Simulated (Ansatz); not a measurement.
# Yb3LuTi: one candidate of a structure search

The task: take a trial cell of Yb3LuTi to zero force and stress.

Computed with Ansatz 0.2.0 (DFT PBE, scalar-relativistic, plane waves, PAW, unless a step's input says otherwise).

### Step 1. The system as given

Symmetry: Pm-3m, No. 221, cubic system. Conventional cell: a = 4.813 Å, b = 4.813 Å, c = 4.813 Å, α = 90.00°, β = 90.00°, γ = 90.00°. Yb (site symmetry 4/mmm) has 2 Ti at 2.41 Å in its first shell of neighbours. Lu (site symmetry m-3m) has 12 Yb at 3.40 Å in its first shell of neighbours. Ti (site symmetry m-3m) is surrounded by 6 Yb at 2.41 Å.

Coordinates:

```cif
data_structure
_symmetry_space_group_name_H-M 'P 1'
_symmetry_Int_Tables_number 1
_cell_length_a 4.8130
_cell_length_b 4.8130
_cell_length_c 4.8130
_cell_angle_alpha 90.000
_cell_angle_beta 90.000
_cell_angle_gamma 90.000
_cell_volume 111.50
loop_
_atom_site_label
_atom_site_type_symbol
_atom_site_fract_x
_atom_site_fract_y
_atom_site_fract_z
_atom_site_occupancy
Yb1 Yb 0.50000 0.00000 0.00000 1
Yb2 Yb 0.00000 0.50000 0.00000 1
Yb3 Yb 0.00000 0.00000 0.50000 1
Lu1 Lu 0.50000 0.50000 0.50000 1
Ti1 Ti 0.00000 0.00000 0.00000 1
```

Recipe of the guess: random cell by space group and Wyckoff sites (Pm-3m, No. 221). Its size is a rough estimate.

### Step 2. A first look at the guess

input.yaml reads:

```yaml
crystal:
  lattice:
    - [4.81304283, 0.0, 0.0]
    - [0.0, 4.81304283, 0.0]
    - [0.0, 0.0, 4.81304283]
  atoms:
    - { symbol: Yb, position: [0.5, 0.0, 0.0] }
    - { symbol: Yb, position: [0.0, 0.5, 0.0] }
    - { symbol: Yb, position: [0.0, 0.0, 0.5] }
    - { symbol: Lu, position: [0.5, 0.5, 0.5] }
    - { symbol: Ti, position: [0.0, 0.0, 0.0] }
basis:
  ecutwfc: 420
kpoints:
  mp_grid: { grid: [4, 4, 4] }
hamiltonian:
  xc: pbe
scf:
  occupations: { method: gaussian, width: 0.1 }
  lower_state_search: "off"
output:
  forces: true
  stress: true
  eigenvalues: true
```

On the command line:

```sh
$ ansatz run input.yaml --threads 1 --pin off --max-ram 2560MiB --backend cpu --events-out ev --progress --plain --runs-dir out
```

Further runs follow: a loose first relaxation; spin check on a coarse mesh; final relaxation.

Q: Predict the outcome of this session. Wanted: conventional cell; volume; energy over the elements; gap on the mesh.

**Answer**, as computed:

| quantity | value |
| --- | --- |
| symmetry at the end (tolerance 0.05 Å) | space group Pm-3m (No. 221) |
| conventional cell | a = 5.381 Å, b = 5.381 Å, c = 5.381 Å, α = 90.00°, β = 90.00°, γ = 90.00° |
| volume | 31.15 Å³/atom |
| energy over the elements | +0.59 eV/atom |
| gap on the mesh | none (metal) |

In words: The space group Pm-3m (No. 221) is kept, and the volume per atom grows by 39.7 % from the first guess. With a positive formation energy it can't be a ground state. No finished test with a distortion of lower symmetry is shown, so the end may be a saddle point. The runs treat Lu, Yb without spin-orbit coupling. Where the f shell of Ce or Yb is open, it has no Hubbard U here, which places its levels poorly. Other magnetic orders were not searched.
